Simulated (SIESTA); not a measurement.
Crystal: LiCuAuO2.

```xyz
5
Lattice="1.6372 0.9452 6.4188 -1.6372 0.9452 6.4188 0.0000 -1.8905 6.4188" Properties=species:S:1:pos:R:3 pbc="T T T"
Au    0.0000    0.0000   19.0984
Cu    0.0000    0.0000    9.9325
O     0.0000    0.0000    1.9434
O     0.0000    0.0000   17.0270
Li    0.0000    0.0000   14.5821
```

The cell comes from a database or a generator and needn't be the stable form of this composition.

| Property | Result |
| --- | --- |
| Program | SIESTA 5.4.2 |
| Task | single point |
| Functional | PBE |
| Potentials or basis | PseudoDojo 0.4 standard (PBE files) |
| Basis | DZP (energy shift 0.003 Ry; two zetas on semicore shells) |
| Grid cutoff | 800 Ry |
| Energy shift | 0.003 Ry |
| k mesh | 9 × 9 × 9 |
| Occupations | fermi-dirac, width 0.05 eV |
| Spin | no spin polarisation |

On this cell: pressure -0.2 GPa; largest force 0.185 eV/Å; band gap on the k mesh none (metal or under the smearing width).

The same run follows on a disturbed copy (atoms moved at random, drawn with an rms of 0.05 Å):

```
Au Cu O Li
1.0
     1.63720    0.94524    6.41882
    -1.63720    0.94524    6.41882
     0.00000   -1.89048    6.41882
Au Cu O Li
1 1 2 1
Direct
  0.99377 0.98578 0.99935
  0.52419 0.49728 0.52097
  0.09246 0.09039 0.11492
  0.88850 0.88906 0.87051
  0.73856 0.77842 0.75586
```

Task: What changes?

Result: The energy (extrapolated to zero smearing) moves by +14.1 meV/atom; pressure 0.5 GPa; largest force 1.248 eV/Å; band gap on the k mesh none (metal or under the smearing width).

Forces on the atoms (eV/Å):
```
Au  -0.122  0.065 -1.241
Cu  -0.404  0.309  0.387
O   -0.220  0.184  0.565
O    0.299 -0.294  0.229
Li   0.447 -0.264  0.060
```

Stress tensor (GPa, compression positive):
```
-0.04  0.05 -0.02
 0.05  0.88  0.07
-0.02  0.07  0.53
```

Caveats: short orbitals over semicore shells can move pressures by several GPa; the basis of atomic orbitals isn't converged, which shifts pressures, moduli and gaps; an odd number of electrons without spin polarisation forces a metal; a magnetic or distorted state may lie lower; the run has no spin polarisation, though such a crystal can be magnetic; semilocal functionals often make such compounds metallic where correlation or magnetic order opens a gap, which also shifts bond lengths.
